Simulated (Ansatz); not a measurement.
# CH₃GaS₂: up Jacob's ladder to CCSD(T)

The task here is to estimate one member of a computed series from the others.

Computed with Ansatz 0.2.0, Gaussian basis. Level: functionals in def2-TZVPP, the program's frozen cores in correlated methods.

Plan: LDA (SPW92), PBE-D4, revPBE-D4, BLYP-D4, r2SCAN-D4, B97M-V, PBE0-D4, B3LYP-D4, r2SCANh-D4, r2SCAN0-D4, HSE06-D4, BHLYP-D4, CAM-B3LYP-D4, LC-ωPBE, ωB97X-V, ωB97M-V, B2PLYP, PBE-QIDH; CCSD(T)/def2-SVP; CCSD(T)/def2-TZVPP; MP2/def2-QZVPP; extrapolation to the limit; RPA on PBE.

**Structure used throughout**

An earlier PBE0-D4 in a triple-zeta def2 set relaxation fixed the geometry.

SMILES `[CH3][Ga]1[S][S]1`, 7 atoms, charge 0, spin multiplicity 1.

Atoms are counted from 1 here; the program's logs count them from 0.

Bond lengths: C1–Ga2 1.932 Å, C1–H5 1.089 Å, C1–H6 1.090 Å, C1–H7 1.091 Å, Ga2–S3 2.176 Å, Ga2–S4 2.174 Å, S3–S4 2.205 Å. Angles: Ga2–C1–H5 110.5°, Ga2–C1–H6 109.3°, Ga2–C1–H7 109.1°, H5–C1–H6 109.7°, H5–C1–H7 109.5°, H6–C1–H7 108.7°, C1–Ga2–S3 149.0°, C1–Ga2–S4 150.1°, S3–Ga2–S4 60.9°, Ga2–S3–S4 59.5°, Ga2–S4–S3 59.6°.

Set-up of the first run:

in.yaml reads:

```yaml
crystal:
  periodic: [false, false, false]
  atoms:
    - {symbol: C, position_ang: [-0.621455, 0.929838, -0.426690]}
    - {symbol: Ga, position_ang: [0.375550, -0.583981, 0.242035]}
    - {symbol: S, position_ang: [2.067910, -1.348362, 1.376296]}
    - {symbol: S, position_ang: [0.647450, -2.734237, 0.415687]}
    - {symbol: H, position_ang: [-1.518570, 0.596338, -0.946209]}
    - {symbol: H, position_ang: [-0.898423, 1.576053, 0.406901]}
    - {symbol: H, position_ang: [0.008638, 1.496251, -1.113722]}
basis:
  gaussian: {orbitals: def2-TZVPP}
hamiltonian: {xc: lda}
output: {orbitals: {seedname: orbitals}}
```

The run is started by

```bash
$ ansatz run in.yaml --threads 2 --pin off --events-out ev --progress --plain --max-ram 4352MiB
```

Steps of the session up to this table: LDA; PBE-D4 (GGA); revPBE-D4 (GGA); BLYP-D4 (GGA); r2SCAN-D4 (meta-GGA); B97M-V (meta-GGA); PBE0-D4 (hybrid); B3LYP-D4 (hybrid); r2SCANh-D4 (hybrid); r2SCAN0-D4 (hybrid); HSE06-D4 (hybrid); BHLYP-D4 (hybrid); CAM-B3LYP-D4 (range-separated); LC-ωPBE (range-separated); ωB97X-V (range-separated); ωB97M-V (range-separated); B2PLYP (double hybrid); PBE-QIDH (double hybrid).

One table of the session follows, with a row left open; its other results are not shown here.

It belongs to the step «Frontier levels by functional». 

```
  functional  HOMO (eV)  gap (eV)
 LDA (SPW92)      -4.91      2.40
      PBE-D4      -4.77      2.49
   revPBE-D4      -4.72      2.52
     BLYP-D4          ?         ?
   r2SCAN-D4      -5.00      2.85
      B97M-V      -5.05      3.05
     PBE0-D4      -5.92      4.60
    B3LYP-D4      -5.68      4.14
  r2SCANh-D4      -5.42      3.64
  r2SCAN0-D4      -6.06      4.82
    HSE06-D4      -5.52      3.82
    BHLYP-D4      -6.91      6.60
CAM-B3LYP-D4      -7.18      7.01
     LC-ωPBE      -8.55      9.51
     ωB97X-V      -8.20      9.03
     ωB97M-V      -8.03      8.67
```

**Question.** Estimate the row for BLYP-D4.

Worked estimate for «HOMO (eV)». Against the share of exact exchange, B3LYP-D4 (0.2, -5.68), BHLYP-D4 (0.5, -6.91) give a slope of -4.10 per unit share; at 0 the line stands at -4.86.

**Answer.** HOMO (eV): -4.60; gap (eV): 2.45. In «HOMO (eV)» the line misses by -0.26.
